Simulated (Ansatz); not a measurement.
**AlBH2Se: functionals against CCSD(T) at one geometry**

The task here is to estimate one member of a computed series from the others.

Computed with Ansatz 0.2.0, Gaussian basis. Level: single points in def2-TZVPP.

Correlated methods freeze the cores. Filled d shells of the heavier atoms are correlated.

## The system as given

SMILES `[BH]1[AlH][Se]1`, 5 atoms, charge 0, spin multiplicity 1.

Atoms are counted from 1 here; the program's logs count them from 0.

Bond lengths: B1–Al2 1.869 Å, B1–Se3 2.005 Å, B1–H4 1.201 Å, Al2–Se3 2.296 Å, Al2–H5 1.832 Å. Angles: Al2–B1–Se3 72.6°, Al2–B1–H4 160.4°, Se3–B1–H4 126.7°, B1–Al2–Se3 56.4°, B1–Al2–H5 167.8°, Se3–Al2–H5 135.5°, B1–Se3–Al2 51.0°.

Geometry (Å):

```xyz
5
AlBH2Se
B    -0.76310   -0.56510   -0.33310
Al    0.51420    0.74890    0.03400
Se    0.29890   -1.18780    1.24920
H    -1.71670   -1.11160   -0.81660
H     1.66140    2.17670    0.04420
```

The first run:

run/in.yaml reads:

```yaml
crystal:
  periodic: [false, false, false]
  atoms:
    - {symbol: B, position_ang: [-0.763100, -0.565100, -0.333100]}
    - {symbol: Al, position_ang: [0.514200, 0.748900, 0.034000]}
    - {symbol: Se, position_ang: [0.298900, -1.187800, 1.249200]}
    - {symbol: H, position_ang: [-1.716700, -1.111600, -0.816600]}
    - {symbol: H, position_ang: [1.661400, 2.176700, 0.044200]}
basis:
  gaussian: {orbitals: def2-TZVPP}
correlation: {method: ccsd_t}
output: {forces: true}
```

The command line of these runs was not kept.

Among the steps run: CCSD(T)/def2-TZVPP; PBE0-D4/def2-TZVPP; wB97M-V/def2-TZVPP; r2SCAN-D4/def2-TZVPP; PBE-D4/def2-TZVPP; B97M-V/def2-TZVPP; r2SCAN0-D4/def2-TZVPP.

One table of the session follows, with a row left open; its other results are not shown here.

| method | RMS force component (eV/Å) | angle to CCSD(T) forces (°) | dipole (D) |
| --- | --- | --- | --- |
| CCSD(T) | 1.620 | reference | 0.96 |
| PBE0-D4 | ? | ? | ? |
| wB97M-V | 1.576 | 5.6 | 1.10 |
| r2SCAN-D4 | 1.546 | 1.8 | 0.88 |
| PBE-D4 | 1.501 | 3.0 | 0.73 |
| B97M-V | 1.516 | 5.4 | 0.64 |
| r2SCAN0-D4 | 1.578 | 5.4 | 1.06 |

**Question.** Estimate the row for PBE0-D4.

The run gave: RMS force component (eV/Å): 1.542; angle to CCSD(T) forces (°): 3.9; dipole (D): 0.96. In the column «RMS force component (eV/Å)» it lies between B97M-V (1.516) and r2SCAN-D4 (1.546).
